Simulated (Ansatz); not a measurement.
Write a Python script for Ansatz 0.2.0 through its Python package that makes harmonic frequencies at the relaxed geometry of CaP. Use (for the species named): B3LYP, def2-TZVP basis, multiplicity 2.

`cap.xyz`
```text
2

Ca    0.00000    0.00000    0.00000
P     0.00000    0.00000    2.65500
```

The script, `cap_freq.py`:
```python
"""Vibrations of CaP."""

import ansatz as az
import numpy as np


def main() -> None:
    mol = az.Crystal.molecule_from_extxyz("cap.xyz")

    job = (
        mol.calculation()
        .basis(gaussian="def2-TZVP")
        .functional("b3lyp")
        .spin("collinear", total=1)
        .accuracy("medium")
    )
    symbols = [site.symbol for site in mol.cartesian_sites]
    start = np.array([site.position_ang for site in mol.cartesian_sites], dtype=float)
    def progress(event):
        if event["event"] == "relax_step":
            row = event["data"]
            print(f"step {row['step']:3d}  E = {row['lagrangian_ev']:.6f} eV  largest force component {row['allowed_force_max_ev_ang']:.4f} eV/A")


    summary = job.relax(force_tolerance=0.003).session().plan().execute(on_event=progress).report
    end = np.array(summary["positions_ang"])

    print("final positions (A) and the move of each atom")
    for symbol, xyz, old in zip(symbols, end, start):
        print(f"{symbol:2s} {xyz[0]:10.5f} {xyz[1]:10.5f} {xyz[2]:10.5f}   {np.linalg.norm(xyz - old):7.4f}")

    # frequencies need a stationary point, so they are taken at the relaxed geometry
    minimum = az.Crystal.molecule()
    for symbol, place in zip(symbols, end):
        minimum = minimum.atom(symbol, place.tolist())
    vibrating = (
        minimum.calculation()
        .basis(gaussian="def2-TZVP")
        .functional("b3lyp")
        .spin("collinear", total=1)
        .accuracy("medium")
        .phonons(temperatures=(200, 600, 100))
    )
    vib = vibrating.run(threads=1, pin="off").report["vibrations"]
    sums = vib["harmonic_sums"]
    modes = [m["omega_inv_cm"] for m in sums["modes_at_gamma"] if m["rigid_motion"] == "no"]
    for number, w in enumerate(modes, start=1):
        print(f"mode {number:2d} {w:9.1f} 1/cm {w / 8065.544 * 1000:8.2f} meV")
    print("imaginary modes:", sum(w < 0 for w in modes), " zero-point energy:", round(sums["zero_point_energy_ev"], 4), "eV")
    print("T (K)   F_vib (eV)   S_vib (meV/K)   C_vib (meV/K)")
    for row in zip(sums["temperatures_k"], sums["vibrational_free_energy_ev"], vib["entropy_ev_per_k"], vib["heat_capacity_ev_per_k"]):
        print(f"{row[0]:6.1f} {row[1]:11.4f} {1000 * row[2]:13.4f} {1000 * row[3]:15.4f}")


if __name__ == "__main__":
    main()
```

```console
$ python cap_freq.py
step   1  E = -27725.775132 eV  largest force component 0.6222 eV/A
step   2  E = -27725.823991 eV  largest force component 0.3068 eV/A
step   3  E = -27725.830251 eV  largest force component 0.0481 eV/A
step   4  E = -27725.830390 eV  largest force component 0.0047 eV/A
step   5  E = -27725.830391 eV  largest force component 0.0005 eV/A
final positions (A) and the move of each atom
Ca    0.00000   -0.00000    0.06580    0.0658
P    -0.00000    0.00000    2.58920    0.0658
mode  1     356.4 1/cm    44.19 meV
imaginary modes: 0  zero-point energy: 0.0221 eV
T (K)   F_vib (eV)   S_vib (meV/K)   C_vib (meV/K)
 200.0      0.0207        0.0253          0.0512
 300.0      0.0169        0.0498          0.0679
 400.0      0.0109        0.0704          0.0753
 500.0      0.0030        0.0877          0.0790
 600.0     -0.0066        0.1023          0.0811
```

Notes:
- The settings weren't tested for convergence.
- The frequencies are harmonic and unscaled, in a modest basis. The result belongs to the one conformer reached from this start, and soft torsions count as harmonic oscillators.
- The species is open-shell (spin multiplicity 2).
- The expectation value of S² is noticeably off S(S+1) in at least one run, so that state is spin-contaminated.
- b3lyp holds the VWN-RPA fit, as in Gaussian; the form of ORCA and Turbomole is b3lyp5.
- The spin state was assumed, and another may lie lower.
- Timing: 91 s on 1 thread of Arm Neoverse V1, on a shared host, peak memory 0.27 GiB.

(A comment or docstring line of the script was reworded after the run, the code is as it ran; lines on the test bed's own set-up are left out of the output.)
